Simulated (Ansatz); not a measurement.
**SnH− (singlet): the correlation ladder at distance Sn1–H2 = 1.624 Å, def2-SVPD**

One table from this session's results is given with a row withheld; the runs are named, their logs left out.

Computed with Ansatz 0.2.0, Gaussian basis. Level: def2-SVPD, core rule «outside noble gas», up to 9 orbitals frozen.

Plan: UHF; CCSD(T) on RHF; CCSD(T) on UHF; BCCD(T) on RHF; CISD; CCSDT(Q) on RHF; CCSDT(Q) on UHF; CASSCF and MRCISD+Q, 2 electrons in 2 orbitals; CASSCF and NEVPT2, 2 electrons in 2 orbitals; CASSCF and MRCISD+Q, 6 electrons in 5 orbitals; CASSCF and NEVPT4(SD), 6 electrons in 5 orbitals; CASSCF and NEVPT2, 6 electrons in 5 orbitals; Full CI.

19 further runs of the same task are left out: 11 that didn't finish, 8 set aside as unsound or not needed. Runs told in other sessions of the task aren't counted.

## What is computed

The geometry derives from a PBE0/def2-TZVPD stationary point (not a proven minimum). One bond is set to the value named and the two fragments are kept rigid. No spin-orbit coupling is included. Elements past krypton take def2 core potentials.

2 atoms, charge -1, spin multiplicity 1.

Atoms are counted from 1 here; the program's logs count them from 0.

Bond lengths: Sn1–H2 1.624 Å.

Coordinates:

```
Sn    0.0000    0.0000    0.0000
H     0.0000    0.0000    1.6240
```

The first run:

Contents of in.yaml:

```yaml
crystal:
  periodic: [false, false, false]
  atoms:
    - {symbol: Sn, position_ang: [0.000000, 0.000000, 0.000000]}
    - {symbol: H, position_ang: [0.000000, 0.000000, 1.624000]}
basis:
  gaussian: {orbitals: def2-SVPD}
total_charge: -1
magnetization: {spin_polarized: true, initial_magnetization: 0}
hamiltonian: {xc: hf}
output: {orbitals: {seedname: orbitals}}
```

Started as:

```console
$ ansatz run in.yaml --threads 1 --pin off --events-out ev --progress --plain --max-ram 2393MiB
```

Among the steps run: UHF; CCSD(T) on RHF; CCSD(T) on UHF; BCCD(T) on RHF; CISD; CCSDT(Q) on RHF; CCSDT(Q) on UHF; CASSCF and MRCISD+Q, 2 electrons in 2 orbitals; CASSCF and NEVPT2, 2 electrons in 2 orbitals; CASSCF and MRCISD+Q, 6 electrons in 5 orbitals; CASSCF and NEVPT4(SD), 6 electrons in 5 orbitals; CASSCF and NEVPT2, 6 electrons in 5 orbitals; Full CI.

One table of the session follows, with a row left open; its other results are not shown here.

```
            method  from FCI (kJ/mol)
               RHF             +292.8
              RMP2              +92.3
             RCCSD              +25.5
          RCCSD(T)              +13.4
           BCCD(T)              +13.6
            RCCSDT               +1.4
         RCCSDT(Q)               -0.4
       CASSCF pair             +251.1
       NEVPT2 pair              +53.1
       MRCISD pair              +16.8
     MRCISD+Q pair                  ?
    CASSCF valence             +214.2
    NEVPT2 valence              +64.1
NEVPT4(SD) valence               +7.6
    MRCISD valence              +12.0
  MRCISD+Q valence               -2.8
               FCI                  0
```

Q: Estimate the row for MRCISD+Q pair from the others.

The run gave: from FCI (kJ/mol): -2.2. In the column «from FCI (kJ/mol)» it lies between MRCISD+Q valence (-2.8) and RCCSDT(Q) (-0.4).

Not comparable, so not listed: CISD (they don't share determinant, frozen orbitals or solution with the rows shown, or repeat one).

To keep in mind: The report flags that the cluster equations may have other roots. Left out of the table: UHF, UMP2, UCCSD, UCCSD(T), UCCSDT, UCCSDT(Q) (another determinant or state than the rows shown). The program flags RCCSDT(Q) as in doubt, so those rows may rest on another solution. RCCSDT(Q), MRCISD+Q pair, MRCISD+Q valence fall below full CI, which methods that aren't variational can do.
